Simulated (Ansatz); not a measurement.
# Sr2SO in Ansatz: the effect of target pressure

Crystal: Sr2SO.

```
Sr S O
1.0
     4.04324    0.00000    0.00000
     0.00000    4.04324    0.00000
     0.00000    0.00000    5.71800
Sr S O
2 1 1
Cartesian
  2.0216 2.0216 2.8590
  0.0000 0.0000 0.0000
  0.0000 0.0000 2.8590
  2.0216 2.0216 0.0000
```

The cell comes from a database or a generator and needn't be the stable form of this composition.

Alike in all runs:

| Item | Value |
| --- | --- |
| Program | Ansatz 0.2.0 |
| Task | relaxation of cell and atoms |
| Functional | PBE |
| Potentials or basis | Ansatz PAW |
| Cutoff | 420 eV (not typed: the program's choice for these potentials) |
| k mesh | 7 × 7 × 5 |
| Occupations | fermi-dirac, width 0.05 eV |
| Spin | no spin polarisation |

Each run relaxes the cell or the atoms first.

| target pressure | relaxed volume (Å³/atom) | gap on the mesh (eV) |
| --- | --- | --- |
| 0 GPa | 23.29 | 2.21 |
| 2 GPa | 22.55 | 2.18 |
| 5 GPa | 21.64 | 2.14 |
| 10 GPa | ? | ? |
| 20 GPa | 18.76 | 1.92 |
| 30 GPa | 17.57 | 1.71 |

Task: What does the run with target pressure 10 GPa give?

Result: Relaxed volume 20.45 Å³/atom; gap on the mesh 2.07 eV.

Worked out: In Murnaghan's law V^(-B') rises as a straight line in P. The other rows fit best with B' = 3.8, V0 = 23.28 Å³/atom and B0 = 60 GPa, which gives 20.45 Å³/atom at 10 GPa, against the run's 20.45. A parabola through the other rows of the gap on the mesh, of slope -0.0144 eV per GPa there, gives 2.08 eV, against the run's 2.07.

Caveats: odd divisions of the mesh miss points on the zone boundary, where band edges often lie, so the gap on the mesh can be too wide; the plane-wave basis is chosen anew once the cell has moved, so the energies of steps on either side of that aren't comparable; the volume moved by over 15 % at a fixed basis, so the end points are rough (some runs).

A k mesh can miss the band edges.
